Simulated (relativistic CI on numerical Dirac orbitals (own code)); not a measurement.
# Ions with 53 electrons, Tb¹²⁺ to Er¹⁵⁺: levels along an isoelectronic sequence

Aim: follow the lowest levels of 53-electron ions as the nuclear charge grows, with one list of configurations.

Method: Dirac-Coulomb-Breit CI, KLI orbitals optimised for each configuration, model QED (radiative potential, 1s self-energy scaled to tabulated hydrogen-like ionisation energies), valence Slater integrals scaled by 0.9, P86 correlation energy added to each configuration. Code: relativistic CI on numerical Dirac orbitals (own code) version 4.

### 1 The atom as given

| Quantity | Value |
| --- | --- |
| electrons | 53 |
| ions | Tb¹²⁺, Dy¹³⁺, Ho¹⁴⁺, Er¹⁵⁺ |
| configurations | [Kr] 4d10 4f5 5s2; [Kr] 4d10 5s2 5p5; [Kr] 4d10 4f 5s2 5p4; [Kr] 4d10 4f4 5s2 6s; [Kr] 4d10 4f3 5s2 6s2; [Kr] 4d10 4f4 5s 6s2; [Kr] 4d10 4f7 |

### 2 Tb¹²⁺ (Z = 65)

Input settings:

```ini
atom Tb  Z=65  charge=12  electrons=53
nucleus A=159  rms_radius_fm=5.0600
hamiltonian dirac-coulomb  breit=on  qed=on  c_scale=1
orbitals kli  potential=per-configuration
slater_scale 0.9
correlation p86
mixing on
configurations
  [Kr] 4d10 4f5 5s2
  [Kr] 4d10 5s2 5p5
  [Kr] 4d10 4f 5s2 5p4
  [Kr] 4d10 4f4 5s2 6s
  [Kr] 4d10 4f3 5s2 6s2
  [Kr] 4d10 4f4 5s 6s2
  [Kr] 4d10 4f7
end
```

Launch:

```console
$ python run_levels.py task.json out
```

One command runs all members of the session, one after another, from task.json.

### 3 Dy¹³⁺ (Z = 66)

Settings: those of step 2 with these lines changed.

```diff
@@ -1,3 +1,3 @@
-atom Tb  Z=65  charge=12  electrons=53
-nucleus A=159  rms_radius_fm=5.0600
+atom Dy  Z=66  charge=13  electrons=53
+nucleus A=164  rms_radius_fm=5.2218
 hamiltonian dirac-coulomb  breit=on  qed=on  c_scale=1
```

### 4 Ho¹⁴⁺ (Z = 67)

Settings: those of step 3 with these lines changed.

```diff
@@ -1,3 +1,3 @@
-atom Dy  Z=66  charge=13  electrons=53
-nucleus A=164  rms_radius_fm=5.2218
+atom Ho  Z=67  charge=14  electrons=53
+nucleus A=165  rms_radius_fm=5.2022
 hamiltonian dirac-coulomb  breit=on  qed=on  c_scale=1
```

### 5 Er¹⁵⁺ (Z = 68)

Settings: those of step 4 with these lines changed.

```diff
@@ -1,3 +1,3 @@
-atom Ho  Z=67  charge=14  electrons=53
-nucleus A=165  rms_radius_fm=5.2022
+atom Er  Z=68  charge=15  electrons=53
+nucleus A=166  rms_radius_fm=5.2516
 hamiltonian dirac-coulomb  breit=on  qed=on  c_scale=1
```

(Steps that only read results are left out.)

What does the calculation give? Wanted: lowest level, first ion; lowest level, last ion; changes of the lowest level; mean jj purity of the low levels.

As calculated:

| quantity | value |
| --- | --- |
| lowest level, first ion | 4f5 5s2 6H°5/2 |
| lowest level, last ion | 4f7 8S°7/2 |
| changes of the lowest level | at Er¹⁵⁺ |
| mean jj purity of the low levels | 45 to 37 % |

What this shows: The lowest level changes from 4f5 5s2 6H°5/2 to 4f7 8S°7/2 at Er¹⁵⁺. Only the listed configurations are in the model, so lower levels can be missing.
